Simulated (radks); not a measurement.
# Sm²⁺ in [Xe] 4f5 6p1: an all-electron calculation

The task here is to estimate one member of a computed series from the others.

Program: radks (a radial shooting solver on a logarithmic mesh, Libxc functionals) version 1. Level of theory: non-relativistic Kohn-Sham, exchange-only r2SCAN, spin-unpolarised, spherical densities, point nucleus. These are calculated values, not measurements, unless marked.

## The atom as given

* element: samarium (Z = 62)
* charge: +2
* electrons: 60
* configuration: [Xe] 4f5 6p1

Outer shells as boxes (Hund's rule):

Sm²⁺
```
[Xe] core
4f [↑ ][↑ ][↑ ][↑ ][↑ ][  ][  ]
6p [↑ ][  ][  ]
```

Set-up of the first run:

The run's settings:

```text
Z 62
configuration [Xe] 4f5 6p1 6s0 5d0
relativity non-relativistic
functional r2scan,
spin unpolarised
nucleus point
```

One of the session's tables, all rows but one given; the rest of the session is left out.

It belongs to the step «Orbitals and density». From the orbitals of this run (lengths in bohr):

```
level      <r>  outermost maximum (interpolated)  90 % within  nodes
   1s  0.02448                            0.0162       0.0435      0
   2s   0.1044                            0.0890        0.160      1
   2p  0.08862                            0.0694        0.143      0
   3s   0.2701                             0.248        0.395      2
   3p   0.2601                             0.236        0.388      1
   3d   0.2319                             0.189        0.361      0
   4s        ?                                 ?            ?      ?
   4p   0.6268                             0.576        0.909      2
   4d   0.6672                             0.587        0.999      1
   5s    1.467                              1.32         2.10      4
   5p    1.624                              1.44         2.35      3
   4f   0.8705                             0.593         1.47      0
   5d    2.269                              1.83         3.47      2
   6s    3.756                              3.39         5.35      5
   6p    4.340                              3.93         6.14      4
```

**Question.** Estimate the row for 4s.

As computed: <r>: 0.6110; outermost maximum (interpolated): 0.569; 90 % within: 0.875; nodes: 3. In the column «<r>» it lies between 3s (0.2701) and 4p (0.6268).
